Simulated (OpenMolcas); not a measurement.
# Ta: CASSCF and CASPT2 terms and fine-structure levels

Wanted: the level scheme of Ta from active-space wave functions, then second-order correlation under several settings.

Method: state-averaged CASSCF and CASPT2, spin-orbit coupling by RASSI with atomic mean-field integrals. Code: OpenMolcas 26.06.

## (1) The system

* Species: Ta (tantalum, Z = 73, 73 electrons)
* Basis: ANO-RCC-VQZP [9s8p6d4f3g2h], 140 functions
* Scalar Hamiltonian: DKH2, point nucleus
* Inactive shells: 1s 2s 2p 3s 3p 3d 4s 4p 4d 4f 5s 5p 6s
* Active space: 3 electrons in 5 orbitals (5d)
* Some configurations of this space: 5d3 6s2
* Orbitals: optimised for each spin and parity, averaged over all roots

The outer shells:

5d3 6s2
```
5d [↑ ][↑ ][↑ ][  ][  ]
6s [↑↓]
```

The work runs as a chain of OpenMolcas steps in one folder; each step below is one input file. Labels, J, g values, rates, χT and fits are worked out afterwards by a script from the matrices that RASSI stores.

## (2) GATEWAY and SEWARD: basis and integrals

a.inp reads:

```
&GATEWAY
Coord
1

Ta 0.0 0.0 0.0
Basis=ANO-RCC-VQZP
Group=XYZ
NoMove
AngMom=0.0 0.0 0.0
AMFI
&SEWARD
```

## (3) Reference wave functions, quartets of even parity, 10 roots

a.inp reads:

```
&RASSCF
FileOrb=start.orb
Symmetry=1
Spin=4
nActEl=3 0 0
Inactive=16 19
Ras2=5 0
CIRoot=10 10 1
SDav=10
CIMx=300
Iter=120 100
PrWF=0.3
OrbListing=Nothing
MaxOrb=0
Atom
>>> COPY $Project.JobIph JOB001
```

start.orb holds the contracted functions of the basis, ordered by shell, or the orbitals of the step before.

## (4) CASSCF: doublets of even parity, 40 roots

a.inp reads:

```
&RASSCF
FileOrb=start.orb
Symmetry=1
Spin=2
nActEl=3 0 0
Inactive=16 19
Ras2=5 0
CIRoot=40 40 1
SDav=40
CIMx=300
Iter=120 100
PrWF=0.3
OrbListing=Nothing
MaxOrb=0
Atom
>>> COPY $Project.JobIph JOB002
```

## (5) State interaction with spin-orbit coupling

a.inp reads:

```
&RASSI
NrOfJobIphs=2 10 40
1 2 3 4 5 6 7 8 9 10
1 2 3 4 5 6 7 8 9 10 11 12 13 14 15 16 17 18 19 20 21 22 23 24 25 26 27
28 29 30 31 32 33 34 35 36 37 38 39 40
IphNames
JOB001
JOB002
EJob
SpinOrbit
DIPRint=1.0
SOCoupling=1000.0
Subsets=2
MEES
Property=10
'ANGMOM' 1 'ANGMOM' 2 'ANGMOM' 3 'MLTPL  1' 1 'MLTPL  1' 2 'MLTPL  1' 3
'AMFI' 1 'AMFI' 2 'AMFI' 3 'MLTPL  2' 6
SOProperty=3
'ANGMOM' 1 'ANGMOM' 2 'ANGMOM' 3
```

## (6) CASPT2: IPEA 0.25, imaginary shift 0.1 (closed shells correlated: 5s 5p 6s)

a.inp reads:

```
>>> COPY JOB001 $Project.JobIph
&CASPT2
Multistate=10 1 2 3 4 5 6 7 8 9 10
Frozen=14 16
IPEA=0.25
Imaginary=0.1
MaxIter=60
WThr=0.0 0.3 0.05
PrWF=0.5
NoMix
>>> COPY JOB002 $Project.JobIph
&CASPT2
Multistate=40 1 2 3 4 5 6 7 8 9 10 11 12 13 14 15 16 17 18 19 20 21 22
23 24 25 26 27 28 29 30 31 32 33 34 35 36 37 38 39 40
Frozen=14 16
IPEA=0.25
Imaginary=0.1
MaxIter=60
WThr=0.0 0.3 0.05
PrWF=0.5
NoMix
```

## (7) CASPT2: IPEA 0.25, imaginary shift 0.1 (closed shells correlated: 4f 5s 5p 6s)

a.inp: that of step 6 with these lines changed.

```diff
@@ -3,3 +3,3 @@
 Multistate=10 1 2 3 4 5 6 7 8 9 10
-Frozen=14 16
+Frozen=14 9
 IPEA=0.25
@@ -14,3 +14,3 @@
 23 24 25 26 27 28 29 30 31 32 33 34 35 36 37 38 39 40
-Frozen=14 16
+Frozen=14 9
 IPEA=0.25
```

(Steps that only read results are left out.)

Q: Predict the outcome of this session. Wanted: lowest level; first excited level; lowest level of another term; spin-orbit lowering of the lowest level; strongest of the lines computed, by gA.

The runs gave:

| quantity | value |
| --- | --- |
| method | SS-CASPT2, IPEA 0.25, imaginary shift 0.1 (closed shells correlated: 5s 5p 6s) |
| lowest level | 5d3 6s2 4F 3/2, 88 % of that term, g = 0.452 |
| ground level listed by NIST | 4F3/2 |
| first excited level | 5d3 6s2 4F 5/2 at 2330 cm-1 |
| lowest level of another term | 5d3 6s2 4P 3/2 at 7890 cm-1 |
| spin-orbit lowering of the lowest level | 5010 cm-1 |
| strongest of the lines computed, by gA (one parity, so forbidden lines), at CASSCF energies | 5d3 6s2 2D 3/2(2) → 5d3 6s2 2G 7/2, 374.5 nm, A = 1.47e+01 s⁻¹ |

Cost and accuracy by method:

| method | time of its own steps | time with the reference | mean absolute difference from the measured levels (cm-1) |
| --- | --- | --- | --- |
| A. CASSCF | 24 s | 24 s | 2300 |
| B. SS-CASPT2, IPEA 0.25, imaginary shift 0.1, +5s 5p 6s | 61 s | 85 s | 1400 |
| C. SS-CASPT2, IPEA 0.25, imaginary shift 0.1, +4f 5s 5p 6s | 99 s | 2 min | 1400 |

Times are of one thread on a shared host.

**Reading.** The multiplet 4F is regular; its intervals divided by the larger J differ by 85 % of their mean, where Landé's rule for pure LS coupling makes them equal. Second-order correlation (method B) scales the levels of the lowest configuration above 5000 cm⁻¹ by 0.78 to 0.98. Method C lies closest to the measured levels (1400 cm⁻¹ on average) and A farthest (2300). Only the configurations of the active space and the roots asked for are present. CASPT2 does not keep the components of a term degenerate, and the means are used. Only valence configurations of the active space appear, up to the ionisation limit; * or ° marks odd parity.
